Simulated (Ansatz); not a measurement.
Run this with the Ansatz DFT code, driven from Python and show what comes out.

`chse_x2c.py`:
```python
"""CHSe with and without the spin-free two-component Hamiltonian."""

import logging
import sys

import ansatz
import numpy as np

logging.basicConfig(stream=sys.stdout, format="[%(levelname)s] %(message)s")
logger = logging.getLogger("run")
logger.setLevel(logging.INFO)

geometry_ang = [
    ("C", [-0.2106, 0.3899, 0.0]),
    ("Se", [1.2996, -0.1438, 0.0]),
    ("H", [-1.0889, -0.2461, 0.0]),
]
system = ansatz.Crystal.molecule()
for symbol, xyz in geometry_ang:
    system = system.atom(symbol, xyz)

setup = system.calculation()
setup = setup.functional("pbe0", dispersion="d3bj")
setup = setup.spin("collinear", total=1).forces()
# a set contracted for a scalar-relativistic Hamiltonian goes with the relativistic run
sets = {"none": "cc-pVTZ", "scalar": "cc-pVTZ-DK"}
found = {kind: setup.basis(gaussian=basis).pseudopotentials(relativity=kind).run().report for kind, basis in sets.items()}
for kind, each in found.items():
    dipole = 4.803205 * np.linalg.norm(each["charge_distribution"]["dipole_moment_e_ang"])
    logger.info(f"{kind:7s} E = {each['free_energy_ev']:.4f} eV  dipole {dipole:.3f} D  largest force component {np.abs(each['forces_ev_ang']).max():.4f} eV/A")
logger.info(f"relativity lowers the total energy by {found['none']['free_energy_ev'] - found['scalar']['free_energy_ev']:.3f} eV")
```

```console
$ python chse_x2c.py
[INFO] none    E = -66392.3384 eV  dipole 1.014 D  largest force component 5.0233 eV/A
[INFO] scalar  E = -67162.8516 eV  dipole 1.025 D  largest force component 4.8078 eV/A
[INFO] relativity lowers the total energy by 770.513 eV
```

The total moves by -770.5 eV, nearly all in the cores, and the dipole from 1.01 to 1.03 D.

Reading the output:
- Total energies depend on the basis set; only differences at equal settings carry meaning.
- The geometry is a force-field or estimated start, not a minimum of this method. The basis set changes with the Hamiltonian (a set recontracted for scalar relativity), and most of the change in the total lies in the cores.
- The species is open-shell (spin multiplicity 2).
- Hardware and time: 7.2 s on 1 thread of Arm Neoverse V1, with other jobs on the host, peak memory 0.24 GiB.
